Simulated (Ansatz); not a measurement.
**C6H16Cl2N2Zr: up Jacob's ladder to CCSD(T)**

An exercise on one series of results from a longer session: the logs are not shown, and one member is left open.

Program: Ansatz 0.2.0, Gaussian basis. Level of theory: functionals in def2-TZVPP, the program's frozen cores in correlated methods. These are calculated values, not measurements.

The runs, in order: LDA (SPW92), PBE-D4, revPBE-D4, BLYP-D4, r2SCAN-D4, B97M-V, PBE0-D4, B3LYP-D4, r2SCANh-D4, r2SCAN0-D4, HSE06-D4, BHLYP-D4, CAM-B3LYP-D4, LC-ωPBE, ωB97X-V, ωB97M-V, B2PLYP, PBE-QIDH; CCSD(T)/def2-SVP; CCSD(T)/def2-TZVPP; MP2/def2-QZVPP; extrapolation to the limit; RPA on PBE.

### The geometry

The geometry comes from an earlier relaxation with PBE0-D4 in a triple-zeta def2 set; it is a stationary point, not always the lowest conformer. Zr takes the def2 core potential; no spin-orbit term is included.

SMILES `CC[N](C)[Zr]([Cl])([Cl])[N](C)CC`, 27 atoms, charge 0, spin multiplicity 1.

Atoms are counted from 1 here; the program's logs count them from 0.

Bond lengths: C1–C2 1.514 Å, C1–H12 1.095 Å, C1–H13 1.091 Å, C1–H14 1.092 Å, C2–N3 1.445 Å, C2–H15 1.101 Å, C2–H16 1.101 Å, N3–C4 1.450 Å, N3–Zr5 2.012 Å, C4–H17 1.098 Å, C4–H18 1.098 Å, C4–H19 1.095 Å, Zr5–Cl6 2.387 Å, Zr5–Cl7 2.383 Å, Zr5–N8 1.998 Å, N8–C9 1.439 Å, N8–C10 1.455 Å, C9–H20 1.097 Å and more. Angles: C2–C1–H12 111.3°, C2–C1–H13 110.2°, C2–C1–H14 111.7°, H12–C1–H13 107.5°, H12–C1–H14 108.1°, H13–C1–H14 107.9°, C1–C2–N3 113.2°, C1–C2–H15 109.5°, C1–C2–H16 109.6°, N3–C2–H15 108.7°, N3–C2–H16 109.7°, H15–C2–H16 105.9°, C2–N3–C4 112.3°, C2–N3–Zr5 131.8°, C4–N3–Zr5 115.8°, N3–C4–H17 111.1°, N3–C4–H18 111.5°, N3–C4–H19 111.3° and more.

Set-up of the first run:

The input, in.yaml:

```yaml
crystal:
  periodic: [false, false, false]
  atoms:
    - {symbol: C, position_ang: [-1.508416, -2.632693, -0.221811]}
    - {symbol: C, position_ang: [-2.344752, -1.504635, 0.344356]}
    - {symbol: N, position_ang: [-1.885626, -0.196163, -0.063486]}
    - {symbol: C, position_ang: [-2.642080, 0.872413, 0.560030]}
    - {symbol: Zr, position_ang: [-0.360760, 0.381306, -1.241569]}
    - {symbol: Cl, position_ang: [-0.551087, 2.650827, -1.957299]}
    - {symbol: Cl, position_ang: [0.102065, -1.055166, -3.085975]}
    - {symbol: N, position_ang: [1.217543, 0.293090, -0.020414]}
    - {symbol: C, position_ang: [1.408793, -0.136917, 1.339712]}
    - {symbol: C, position_ang: [2.425987, 0.730212, -0.701956]}
    - {symbol: C, position_ang: [3.021948, 2.017714, -0.158497]}
    - {symbol: H, position_ang: [-0.456617, -2.531489, 0.064916]}
    - {symbol: H, position_ang: [-1.861624, -3.592281, 0.159806]}
    - {symbol: H, position_ang: [-1.560528, -2.665582, -1.311744]}
    - {symbol: H, position_ang: [-2.333669, -1.555168, 1.444430]}
    - {symbol: H, position_ang: [-3.395824, -1.637773, 0.046618]}
    - {symbol: H, position_ang: [-2.585279, 0.810767, 1.655048]}
    - {symbol: H, position_ang: [-3.701299, 0.835157, 0.273462]}
    - {symbol: H, position_ang: [-2.260956, 1.855192, 0.263685]}
    - {symbol: H, position_ang: [1.740652, 0.679970, 1.991996]}
    - {symbol: H, position_ang: [0.471865, -0.522549, 1.744202]}
    - {symbol: H, position_ang: [2.162140, -0.935169, 1.399807]}
    - {symbol: H, position_ang: [3.171643, -0.078123, -0.680093]}
    - {symbol: H, position_ang: [2.196006, 0.877612, -1.770056]}
    - {symbol: H, position_ang: [2.290945, 2.827558, -0.209509]}
    - {symbol: H, position_ang: [3.342041, 1.904856, 0.879207]}
    - {symbol: H, position_ang: [3.896908, 2.307022, -0.744878]}
basis:
  gaussian: {orbitals: def2-TZVPP}
hamiltonian: {xc: lda}
output: {orbitals: {seedname: orbitals}}
```

On the command line:

```bash
> ansatz run in.yaml --threads 11 --pin off --events-out ev --progress --plain --max-ram 110592MiB --backend cuda --devices 0, --max-vram 75GiB
```

Steps of the session up to this table: LDA; PBE-D4 (GGA); revPBE-D4 (GGA); BLYP-D4 (GGA); r2SCAN-D4 (meta-GGA); B97M-V (meta-GGA); B3LYP-D4 (hybrid); r2SCANh-D4 (hybrid); r2SCAN0-D4 (hybrid); HSE06-D4 (hybrid); BHLYP-D4 (hybrid); CAM-B3LYP-D4 (range-separated); LC-ωPBE (range-separated); ωB97X-V (range-separated); ωB97M-V (range-separated); B2PLYP (double hybrid); PBE-QIDH (double hybrid).

One table of the session follows, with a row left open; its other results are not shown here.

It belongs to the step «Frontier levels by functional». 

| functional | HOMO (eV) | gap (eV) |
| --- | --- | --- |
| LDA (SPW92) | -5.69 | 3.57 |
| PBE-D4 | -5.55 | 3.67 |
| revPBE-D4 | -5.49 | 3.71 |
| BLYP-D4 | -5.42 | 3.68 |
| r2SCAN-D4 | -5.77 | 4.05 |
| B97M-V | -5.89 | 4.13 |
| PBE0-D4 | -6.78 | 5.75 |
| B3LYP-D4 | -6.57 | 5.33 |
| r2SCANh-D4 | -6.24 | 4.83 |
| r2SCAN0-D4 | -6.94 | 6.01 |
| HSE06-D4 | -6.38 | 4.98 |
| BHLYP-D4 | -7.94 | 7.91 |
| CAM-B3LYP-D4 | -8.11 | 8.18 |
| LC-ωPBE | -9.43 | 10.65 |
| ωB97X-V | -9.11 | 10.21 |
| ωB97M-V | ? | ? |

**Question.** Estimate the row for ωB97M-V.

**Answer.** HOMO (eV): -9.02; gap (eV): 9.99. In the column «HOMO (eV)» it lies between ωB97X-V (-9.11) and CAM-B3LYP-D4 (-8.11).
